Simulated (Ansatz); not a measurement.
# CH₅ClN₂Si: two torsions

How does the energy of CH5ClN2Si, SMILES N=C(N)[SiH2]Cl change over two coordinates at once? A grid of runs gives the map.

Method: RKS PBE0-D4/def2-SVP; program: Ansatz 0.2.0.

### Step 1. Starting geometry

SMILES `N=C(N)[SiH2]Cl`, 10 atoms, charge 0, spin multiplicity 1.

Atoms are counted from 1 here; the program's logs count them from 0.

Bond lengths: N1–C2 1.293 Å, N1–H6 1.038 Å, C2–N3 1.365 Å, C2–Si4 1.897 Å, N3–H7 1.021 Å, N3–H8 1.022 Å, Si4–Cl5 2.111 Å, Si4–H9 1.497 Å, Si4–H10 1.497 Å. Angles: C2–N1–H6 113.1°, N1–C2–N3 130.7°, N1–C2–Si4 109.1°, N3–C2–Si4 120.2°, C2–N3–H7 119.7°, C2–N3–H8 121.6°, H7–N3–H8 118.6°, C2–Si4–Cl5 108.3°, C2–Si4–H9 110.5°, C2–Si4–H10 110.6°, Cl5–Si4–H9 108.0°, Cl5–Si4–H10 108.1°, H9–Si4–H10 111.3°.

As a file:

| atom | x (Å) | y (Å) | z (Å) |
| --- | --- | --- | --- |
| N1 | -1.44932 | -0.14499 | 0.93798 |
| C2 | -0.24987 | 0.02598 | 0.48569 |
| N3 | 0.90143 | 0.38119 | 1.12750 |
| Si4 | -0.23600 | -0.31773 | -1.38024 |
| Cl5 | 1.72549 | -0.00687 | -2.09521 |
| H6 | -1.52855 | 0.02507 | 1.95881 |
| H7 | 1.76340 | 0.49821 | 0.59296 |
| H8 | 0.91281 | 0.59665 | 2.12599 |
| H9 | -1.14554 | 0.63216 | -2.09519 |
| H10 | -0.61074 | -1.74097 | -1.65540 |

This geometry comes from a loose relaxation at PBE in a small basis, which is not shown.

### Step 2. The minimum at this level

File input.yaml:

```yaml
crystal:
  periodic: [false, false, false]
  atoms:
    - { symbol: "N", position_ang: [-1.449325, -0.144985, 0.937983] }
    - { symbol: C, position_ang: [-0.249869, 0.025976, 0.485693] }
    - { symbol: "N", position_ang: [0.901426, 0.381186, 1.127503] }
    - { symbol: Si, position_ang: [-0.235998, -0.317732, -1.380242] }
    - { symbol: Cl, position_ang: [1.725487, -0.00687, -2.095214] }
    - { symbol: H, position_ang: [-1.528554, 0.025072, 1.958813] }
    - { symbol: H, position_ang: [1.763396, 0.498211, 0.592961] }
    - { symbol: H, position_ang: [0.912811, 0.596648, 2.125992] }
    - { symbol: H, position_ang: [-1.145538, 0.632163, -2.095186] }
    - { symbol: H, position_ang: [-0.610737, -1.740971, -1.655404] }
basis:
  gaussian: { orbitals: def2-SVP }
hamiltonian:
  xc: pbe0
  dispersion: d4
output:
  forces: true
relax:
  f_tol: 0.003
  max_steps: 120
```

Command:

```bash
ansatz run input.yaml --threads 1 --pin off --max-ram 2560MiB --backend cpu --events-out ev --progress --plain --runs-dir out
```

What it wrote, cut to the lines that bear on the results:

```text
Warning: RAYON_NUM_THREADS=1 ignored (pool sized by the plan → 1); use --threads N
[...]
Functional definition: PBE0
[...]
1113 factors; integrals over basis functions are off by at most 5.6e-4 eV
[...]
mean field -24478.21174129 eV, -899.5576895647 hartree, gradient 1.4e-5 eV, S^2 0.000000; 0 other end points of the search recorded, 0 dependent functions left out
[...]
reference -24478.21176697 eV, -899.5576905084 hartree; 28, 28 occupied and 75, 75 virtual orbitals, 1113 factors
relax step   1: F+E_penalty+E_count = -24478.41666192 eV  Δ(F+E_penalty+E_count) = +0.000e0 eV  max|allowed force component| = 8.178e-1 eV/Å  Δτ_max = 0.0000 Å  (27 SCF iters, accepted)
[...]
relax step   6: F+E_penalty+E_count = -24478.43894253 eV  Δ(F+E_penalty+E_count) = -3.973e-5 eV  max|allowed force component| = 8.627e-3 eV/Å  Δτ_max = 0.0103 Å  (25 SCF iters, accepted)
[...]
relax step   7: F+E_penalty+E_count = -24478.43894913 eV  Δ(F+E_penalty+E_count) = -6.598e-6 eV  max|allowed force component| = 1.929e-3 eV/Å  Δτ_max = 0.0036 Å  (24 SCF iters, accepted)
1113 factors; integrals over basis functions are off by at most 5.2e-4 eV
[...]
mean field -24478.23301723 eV, -899.5584714411 hartree, gradient 1.2e-5 eV, S^2 0.000000; 1 other end points of the search recorded, 0 dependent functions left out
[...]
reference -24478.23304284 eV, -899.5584723822 hartree; 28, 28 occupied and 75, 75 virtual orbitals, 1113 factors
Total energy: -24478.43897474 eV, -899.5660402399 hartree
Atom 0 at    -1.431253    -0.146621     0.936088 Å, force     0.000365     0.000965    -0.000235 eV/Å
Atom 1 at    -0.247689     0.027983     0.479617 Å, force    -0.001703    -0.001929    -0.000640 eV/Å
Atom 2 at     0.889095     0.395155     1.120681 Å, force     0.001081     0.001185     0.000965 eV/Å
Atom 3 at    -0.236991    -0.316349    -1.377211 Å, force     0.000204     0.000297     0.000834 eV/Å
Atom 4 at     1.708650    -0.012950    -2.086676 Å, force     0.000016    -0.000191     0.000075 eV/Å
Atom 5 at    -1.506956     0.024215     1.945901 Å, force     0.000412    -0.000574    -0.000553 eV/Å
Atom 6 at     1.751589     0.491691     0.601275 Å, force     0.000061     0.000227    -0.000514 eV/Å
Atom 7 at     0.899084     0.585245     2.114850 Å, force    -0.000088    -0.000055     0.000260 eV/Å
Atom 8 at    -1.135619     0.629284    -2.085946 Å, force    -0.000022     0.000238    -0.000161 eV/Å
Atom 9 at    -0.606810    -1.728956    -1.645680 Å, force    -0.000325    -0.000163    -0.000031 eV/Å
Dipole moment:     0.316551     0.151909     0.440119 e Å
```

It took 41 s on 1 thread of Arm Neoverse V1, shared host; peak memory 0.22 GiB.

The steps of the relaxation:

```csv
step,energy from step 1 (eV),largest force component (eV/Å)
1,0.0000,0.8178
2,-0.0209,0.1490
3,-0.0221,0.0410
4,-0.0222,0.0189
5,-0.0222,0.0062
6,-0.0223,0.0086
7,-0.0223,0.0019
```

Close pairs (by a distance rule), those that changed most:

```
   bond  before (Å)  after (Å)  change (Å)
Si4–Cl5       2.111      2.093      -0.018
  N1–C2       1.293      1.280      -0.013
Si4–H10       1.497      1.485      -0.013
 Si4–H9       1.497      1.485      -0.012
  N1–H6       1.038      1.027      -0.011
  N3–H7       1.021      1.011      -0.010
  C2–N3       1.365      1.356      -0.009
  N3–H8       1.022      1.012      -0.009
```

### Step 3. Plan of the scan

The axes are (1) dihedral Si4–C2–N3–H7: 12 values from −180 to 150 °, periodic; (2) dihedral N3–C2–Si4–Cl5: 12 values from −180 to 150 °, periodic.

Nothing else is relaxed (all other coordinates rigid). Energies count from the relaxed molecule at the same level. Points are written as (first, second).

Below, 3 of the grid's runs; all are launched alike.

### Step 4. Point (120°, 30°)

File input.yaml:

```yaml
crystal:
  periodic: [false, false, false]
  atoms:
    - { symbol: "N", position_ang: [-1.431253, -0.146621, 0.936088] }
    - { symbol: C, position_ang: [-0.247689, 0.027983, 0.479617] }
    - { symbol: "N", position_ang: [0.889095, 0.395155, 1.120681] }
    - { symbol: Si, position_ang: [-0.236991, -0.316349, -1.377211] }
    - { symbol: Cl, position_ang: [1.658716, -1.035091, -1.897417] }
    - { symbol: H, position_ang: [-1.506956, 0.024215, 1.945901] }
    - { symbol: H, position_ang: [0.93188, 1.284302, 1.600873] }
    - { symbol: H, position_ang: [1.70416, -0.204771, 1.139712] }
    - { symbol: H, position_ang: [-0.47722, 0.93514, -2.138871] }
    - { symbol: H, position_ang: [-1.232607, -1.364023, -1.716959] }
basis:
  gaussian: { orbitals: def2-SVP }
hamiltonian:
  xc: pbe0
  dispersion: d4
output:
  forces: true
```

Command:

```bash
ansatz run input.yaml --threads 1 --pin off --max-ram 2560MiB --backend cpu --events-out ev --progress --plain --runs-dir out
```

What it wrote, cut to the lines that bear on the results:

```text
Warning: RAYON_NUM_THREADS=1 ignored (pool sized by the plan → 1); use --threads N
[...]
[... 1 set-up line as earlier in the session ...]
[...]
1014 factors; integrals over basis functions are off by at most 1.3e-3 eV
[...]
mean field -24477.62052371 eV, -899.5359627193 hartree, gradient 1.1e-5 eV, S^2 0.000000; 0 other end points of the search recorded, 0 dependent functions left out
[...]
reference -24477.62055011 eV, -899.5359636895 hartree; 28, 28 occupied and 75, 75 virtual orbitals, 1014 factors
Total energy: -24477.82604084 eV, -899.5435153345 hartree
Atom 0 at    -1.431253    -0.146621     0.936088 Å, force     0.098004     0.542034    -0.085448 eV/Å
Atom 1 at    -0.247689     0.027983     0.479617 Å, force    -1.223474    -1.310851    -0.752275 eV/Å
Atom 2 at     0.889095     0.395155     1.120681 Å, force     0.849646     0.749210     0.989570 eV/Å
Atom 3 at    -0.236991    -0.316349    -1.377211 Å, force     0.118791    -0.369663    -0.081765 eV/Å
Atom 4 at     1.658716    -1.035091    -1.897417 Å, force    -0.075200     0.080077     0.008004 eV/Å
Atom 5 at    -1.506956     0.024215     1.945901 Å, force     0.153007     0.167745     0.124390 eV/Å
Atom 6 at     0.931880     1.284302     1.600873 Å, force     0.013281    -0.256179     0.398809 eV/Å
Atom 7 at     1.704160    -0.204771     1.139712 Å, force     0.050012     0.272375    -0.444905 eV/Å
Atom 8 at    -0.477220     0.935140    -2.138871 Å, force     0.006773     0.103308    -0.076609 eV/Å
Atom 9 at    -1.232607    -1.364023    -1.716959 Å, force     0.009160     0.021943    -0.079771 eV/Å
Dipole moment:     0.222262     0.315820     0.493153 e Å
```

Wall time 4.6 s (1 thread of Arm Neoverse V1, shared host); peak memory 0.2 GiB.

On the map this point reads 59 kJ/mol.

### Step 5. Grid point (0°, 0°)

File input.yaml:

```yaml
crystal:
  periodic: [false, false, false]
  atoms:
    - { symbol: "N", position_ang: [-1.431253, -0.146621, 0.936088] }
    - { symbol: C, position_ang: [-0.247689, 0.027983, 0.479617] }
    - { symbol: "N", position_ang: [0.889095, 0.395155, 1.120681] }
    - { symbol: Si, position_ang: [-0.236991, -0.316349, -1.377211] }
    - { symbol: Cl, position_ang: [1.711153, -0.024279, -2.084561] }
    - { symbol: H, position_ang: [-1.506956, 0.024215, 1.945901] }
    - { symbol: H, position_ang: [1.752751, 0.486392, 0.602249] }
    - { symbol: H, position_ang: [0.897965, 0.590453, 2.11385] }
    - { symbol: H, position_ang: [-1.129323, 0.63453, -2.086882] }
    - { symbol: H, position_ang: [-0.614751, -1.726767, -1.646132] }
basis:
  gaussian: { orbitals: def2-SVP }
hamiltonian:
  xc: pbe0
  dispersion: d4
output:
  forces: true
```

Command:

```bash
ansatz run input.yaml --threads 1 --pin off --max-ram 2560MiB --backend cpu --events-out ev --progress --plain --runs-dir out
```

What it wrote, cut to the lines that bear on the results:

```text
Warning: RAYON_NUM_THREADS=1 ignored (pool sized by the plan → 1); use --threads N
[...]
[... 1 set-up line as earlier in the session ...]
[...]
1016 factors; integrals over basis functions are off by at most 1.3e-3 eV
[...]
mean field -24478.23297943 eV, -899.5584700518 hartree, gradient 2.5e-5 eV, S^2 0.000000; 0 other end points of the search recorded, 0 dependent functions left out
[...]
reference -24478.23300505 eV, -899.5584709933 hartree; 28, 28 occupied and 75, 75 virtual orbitals, 1016 factors
Total energy: -24478.43893707 eV, -899.5660388553 hartree
Atom 0 at    -1.431253    -0.146621     0.936088 Å, force    -0.000823     0.006254    -0.001208 eV/Å
Atom 1 at    -0.247689     0.027983     0.479617 Å, force     0.000412    -0.011547     0.001123 eV/Å
Atom 2 at     0.889095     0.395155     1.120681 Å, force     0.000284     0.004959     0.000318 eV/Å
Atom 3 at    -0.236991    -0.316349    -1.377211 Å, force     0.000874    -0.002767     0.001396 eV/Å
Atom 4 at     1.711153    -0.024279    -2.084561 Å, force    -0.000183     0.000715    -0.000118 eV/Å
Atom 5 at    -1.506956     0.024215     1.945901 Å, force     0.000073     0.001046    -0.000858 eV/Å
Atom 6 at     1.752751     0.486392     0.602249 Å, force    -0.000852     0.004249    -0.001281 eV/Å
Atom 7 at     0.897965     0.590453     2.113850 Å, force     0.000941    -0.004741     0.001161 eV/Å
Atom 8 at    -1.129323     0.634530    -2.086882 Å, force    -0.000505     0.000983    -0.000653 eV/Å
Atom 9 at    -0.614751    -1.726767    -1.646132 Å, force    -0.000222     0.000850     0.000120 eV/Å
Dipole moment:     0.316155     0.153720     0.439771 e Å
```

Wall time 4.6 s (1 thread of Arm Neoverse V1, shared host); peak memory 0.2 GiB.

Energy on the map's scale: 0 kJ/mol.

### Step 6. The run at (−60°, −60°)

File input.yaml:

```yaml
crystal:
  periodic: [false, false, false]
  atoms:
    - { symbol: "N", position_ang: [-1.431253, -0.146621, 0.936088] }
    - { symbol: C, position_ang: [-0.247689, 0.027983, 0.479617] }
    - { symbol: "N", position_ang: [0.889095, 0.395155, 1.120681] }
    - { symbol: Si, position_ang: [-0.236991, -0.316349, -1.377211] }
    - { symbol: Cl, position_ang: [0.378544, 1.425496, -2.361085] }
    - { symbol: H, position_ang: [-1.506956, 0.024215, 1.945901] }
    - { symbol: H, position_ang: [1.691068, -0.221143, 1.116872] }
    - { symbol: H, position_ang: [0.962744, 1.282128, 1.602822] }
    - { symbol: H, position_ang: [-1.603412, -0.651551, -1.851122] }
    - { symbol: H, position_ang: [0.734101, -1.391891, -1.700461] }
basis:
  gaussian: { orbitals: def2-SVP }
hamiltonian:
  xc: pbe0
  dispersion: d4
output:
  forces: true
```

Command:

```bash
ansatz run input.yaml --threads 1 --pin off --max-ram 2560MiB --backend cpu --events-out ev --progress --plain --runs-dir out
```

What it wrote, cut to the lines that bear on the results:

```text
Warning: RAYON_NUM_THREADS=1 ignored (pool sized by the plan → 1); use --threads N
[...]
[... 1 set-up line as earlier in the session ...]
[...]
1013 factors; integrals over basis functions are off by at most 1.3e-3 eV
[...]
mean field -24477.54323305 eV, -899.5331223399 hartree, gradient 1.2e-5 eV, S^2 0.000000; 0 other end points of the search recorded, 0 dependent functions left out
[...]
reference -24477.54325878 eV, -899.5331232855 hartree; 28, 28 occupied and 75, 75 virtual orbitals, 1013 factors
Total energy: -24477.74752162 eV, -899.5406298065 hartree
Atom 0 at    -1.431253    -0.146621     0.936088 Å, force     0.009923     0.526664     0.061298 eV/Å
Atom 1 at    -0.247689     0.027983     0.479617 Å, force    -1.449729    -1.126425    -0.894215 eV/Å
Atom 2 at     0.889095     0.395155     1.120681 Å, force     0.993509     0.586932     0.952489 eV/Å
Atom 3 at    -0.236991    -0.316349    -1.377211 Å, force    -0.055684     0.222678    -0.240947 eV/Å
Atom 4 at     0.378544     1.425496    -2.361085 Å, force     0.009129    -0.211387     0.100625 eV/Å
Atom 5 at    -1.506956     0.024215     1.945901 Å, force     0.206396     0.098518     0.169277 eV/Å
Atom 6 at     1.691068    -0.221143     1.116872 Å, force     0.118746     0.319155    -0.298434 eV/Å
Atom 7 at     0.962744     1.282128     1.602822 Å, force    -0.045481    -0.263190     0.298287 eV/Å
Atom 8 at    -1.603412    -0.651551    -1.851122 Å, force     0.061870    -0.047417    -0.033258 eV/Å
Atom 9 at     0.734101    -1.391891    -1.700461 Å, force     0.151321    -0.105529    -0.115122 eV/Å
Dipole moment:     0.425388    -0.070970     0.567407 e Å
```

Run time: 4.5 s. Hardware: 1 thread of Arm Neoverse V1, shared host; peak memory 0.2 GiB.

On the map this point reads 67 kJ/mol.

### Step 7. Energy over the grid

144 points were computed. Energies in kJ/mol, from the relaxed molecule at the same level:

| dihedral N3–C2–Si4–Cl5 (°) ↓, dihedral Si4–C2–N3–H7 (°) → | −180 | −150 | −120 | −90 | −60 | −30 | 0 | 30 | 60 | 90 | 120 | 150 |
| --- | --- | --- | --- | --- | --- | --- | --- | --- | --- | --- | --- | --- |
| 150 | 27 | 44 | 79 | 97 | 73 | 39 | 27 | 44 | 78 | 97 | 73 | 39 |
| 120 | 20 | 37 | 74 | 96 | 72 | 36 | 20 | 37 | 74 | 96 | 73 | 36 |
| 90 | 18 | 32 | 68 | 92 | 71 | 35 | 18 | 32 | 68 | 92 | 71 | 35 |
| 60 | 16 | 31 | 66 | 87 | 64 | 29 | 16 | 31 | 66 | 87 | 65 | 29 |
| 30 | 6 | 26 | 64 | 85 | 59 | 19 | 6 | 26 | 64 | 86 | 59 | 20 |
| 0 | 0 | 19 | 60 | 85 | 61 | 19 | 0 | 18 | 60 | 85 | 61 | 19 |
| −30 | 6 | 19 | 58 | 85 | 65 | 27 | 6 | 19 | 58 | 85 | 65 | 27 |
| −60 | 16 | 28 | 64 | 87 | 67 | 32 | 16 | 28 | 63 | 87 | 67 | 32 |
| −90 | 18 | 35 | 71 | 92 | 69 | 33 | 18 | 34 | 70 | 92 | 69 | 33 |
| −120 | 20 | 35 | 72 | 96 | 75 | 37 | 20 | 35 | 72 | 96 | 75 | 37 |
| −150 | 27 | 38 | 72 | 97 | 79 | 45 | 27 | 38 | 72 | 97 | 79 | 45 |
| −180 | 31 | 44 | 76 | 96 | 77 | 45 | 31 | 44 | 76 | 96 | 77 | 45 |

On the same grid, largest force on an atom (eV/Å):

| dihedral N3–C2–Si4–Cl5 (°) ↓, dihedral Si4–C2–N3–H7 (°) → | −180 | −150 | −120 | −90 | −60 | −30 | 0 | 30 | 60 | 90 | 120 | 150 |
| --- | --- | --- | --- | --- | --- | --- | --- | --- | --- | --- | --- | --- |
| 150 | 0.83 | 1.11 | 2.17 | 2.89 | 2.24 | 1.23 | 0.84 | 1.08 | 2.13 | 2.89 | 2.28 | 1.26 |
| 120 | 0.66 | 1.07 | 2.04 | 2.67 | 2.01 | 1.02 | 0.67 | 1.01 | 1.98 | 2.67 | 2.06 | 1.08 |
| 90 | 0.56 | 1.17 | 2.12 | 2.72 | 1.99 | 0.96 | 0.52 | 1.09 | 2.06 | 2.71 | 2.04 | 1.04 |
| 60 | 0.53 | 1.06 | 2.07 | 2.75 | 2.04 | 1.02 | 0.43 | 0.98 | 2.01 | 2.75 | 2.11 | 1.11 |
| 30 | 0.36 | 0.77 | 1.80 | 2.51 | 1.88 | 0.92 | 0.25 | 0.70 | 1.74 | 2.52 | 1.94 | 1.01 |
| 0 | 0.19 | 0.75 | 1.70 | 2.34 | 1.67 | 0.70 | 0.01 | 0.67 | 1.64 | 2.34 | 1.73 | 0.78 |
| −30 | 0.34 | 0.98 | 1.92 | 2.52 | 1.77 | 0.72 | 0.23 | 0.90 | 1.85 | 2.51 | 1.82 | 0.80 |
| −60 | 0.53 | 1.08 | 2.08 | 2.75 | 2.04 | 1.00 | 0.42 | 1.00 | 2.01 | 2.75 | 2.10 | 1.09 |
| −90 | 0.57 | 1.01 | 2.02 | 2.71 | 2.09 | 1.12 | 0.52 | 0.94 | 1.96 | 2.72 | 2.15 | 1.20 |
| −120 | 0.66 | 1.05 | 2.03 | 2.67 | 2.01 | 1.04 | 0.67 | 1.00 | 1.98 | 2.67 | 2.06 | 1.10 |
| −150 | 0.83 | 1.23 | 2.26 | 2.89 | 2.16 | 1.10 | 0.84 | 1.20 | 2.21 | 2.89 | 2.20 | 1.13 |
| −180 | 0.94 | 1.26 | 2.35 | 3.06 | 2.34 | 1.26 | 0.94 | 1.24 | 2.32 | 3.06 | 2.38 | 1.29 |

Energy (kJ/mol) at eleven even steps along the easiest path on the interpolated surface, from (0°, 0°): 0, 8, 17, 19, 24, 31, 25, 19, 18, 10, 0.

### Step 8. Summary of results

```
                       quantity                                                                value
                   lowest point                                                   (0°, 0°), 0 kJ/mol
         highest computed point                              (90°, 150°), 97 kJ/mol above the lowest
largest force on an atom (eV/Å)  0.01 at (0°, 0°) to 3.06 at (−90°, −180°); 0.01 at the lowest point
        time for the whole task                                      13 min on 1 thread, shared host
```

**Reading.** The lowest computed point is at (0°, 0°), 0 kJ/mol from the relaxed molecule at the same level; the map holds 2 wells of about this depth. No other kind of well shows on this grid. The highest computed point, (90°, 150°), lies 97 kJ/mol above the lowest. On the interpolated surface the easiest way out of the lowest well to its copy in the next cell or period passes a barrier of about 31 kJ/mol. Round the minimum the valley is somewhat tilted: raising dihedral Si4–C2–N3–H7 shifts the best value of dihedral N3–C2–Si4–Cl5 downwards (coupling k₁₂/√(k₁₁k₂₂) about 0.3).
